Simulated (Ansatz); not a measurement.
# Ni: stress in a strained cell

Aim: deform Ni (equal xx and yy strain of -3 %) and compute stress, forces and field gradients with LAPW, PAW and all-electron datasets made for the crystal.

Program: Ansatz 0.2.0. Level of theory: DFT LDA, scalar-relativistic. These are calculated values, not measurements.

### 1 The system as given

The structure is cubic, space group Fm-3m (No. 225). Conventional cell: a = 3.536 Å, b = 3.536 Å, c = 3.536 Å, α = 90.00°, β = 90.00°, γ = 90.00°. Ni (site symmetry m-3m) is surrounded by 12 Ni at 2.50 Å.

Structure file:

```xyz
1
Lattice="0.0000 1.7680 1.7679 1.7680 0.0000 1.7679 1.7680 1.7680 0.0000" Properties=species:S:1:pos:R:3 pbc="T T T"
Ni    0.0000    0.0000    0.0000
```

### 2 The deformed structure

Space group Fm-3m before, I4/mmm after.

### 3 Full-potential LAPW

Input file input.yaml:

```yaml
crystal:
  lattice:
    - [0.0, 1.7149115, 1.76795]
    - [1.7149115, 0.0, 1.76795]
    - [1.7149115, 1.7149115, 0.0]
  atoms:
    - { symbol: Ni, position: [0.0, 0.0, 0.0], spin: 1.5 }
magnetization:
  spin_polarized: true
kpoints:
  mp_grid: { grid: [20, 20, 20] }
  band_path:
    path:
      - [0.0, 0.0, 0.0]
      - [0.0, 0.5, 0.5]
      - [0.25, 0.75, 0.5]
      - [0.0, 0.5, 0.0]
      - [0.0, 0.0, 0.0]
      - [0.5, 0.5, 0.0]
      - [0.3676125, 0.6323875, 0.0]
      - [-0.3676125, 0.3676125, 0.0]
      - [0.0, 0.0, 0.0]
    npoints: 5
scf:
  occupations: { method: fermi_dirac, width: 0.05 }
hamiltonian:
  xc: lda
  pseudopotentials: { kind: all_electron, lapw: { basis_error: 0.00025 } }
output:
  forces: true
  stress: true
  eigenvalues: true
```

Run with:

```console
$ ansatz run input.yaml --threads 1 --pin off --max-ram 3072MiB --backend cpu --events-out ev --progress --plain --runs-dir out
```

### 4 PAW with frozen cores

Input file input.yaml:

```yaml
crystal:
  lattice:
    - [0.0, 1.7149115, 1.76795]
    - [1.7149115, 0.0, 1.76795]
    - [1.7149115, 1.7149115, 0.0]
  atoms:
    - { symbol: Ni, position: [0.0, 0.0, 0.0], spin: 1.5 }
magnetization:
  spin_polarized: true
kpoints:
  mp_grid: { grid: [20, 20, 20] }
scf:
  occupations: { method: fermi_dirac, width: 0.05 }
hamiltonian:
  xc: lda
  pseudopotentials: { kind: paw }
output:
  forces: true
  stress: true
  eigenvalues: true
  efg: { contact_densities: true }
```

### 5 All-electron PAW on datasets made for the crystal

Changes to input.yaml since step 4:

```diff
@@ -15,3 +15,3 @@
   xc: lda
-  pseudopotentials: { kind: paw }
+  pseudopotentials: { kind: all_electron, datasets: crystal }
 output:
```

(Steps that only read results are left out.)

**Question.** What will these runs give? Wanted: pressure; largest shear or deviatoric stress.

The runs gave:

| quantity | value |
| --- | --- |
| pressure | LAPW -8.29, PAW -8.21, crystal datasets -8.29 GPa |
| largest shear or deviatoric stress (LAPW) | 2.87 GPa |

What this shows: The largest part of the stress beyond the pressure is 2.87 GPa in size, in the zz component. No run of the undeformed cell stands beside it, so the pressure holds what the given cell had before the change. PAW: stress within 0.09 GPa of LAPW. Crystal datasets: stress within 0.01 GPa of LAPW. The magnetic state is the one reached from the start moments in this cell; it needn't be the ground state.
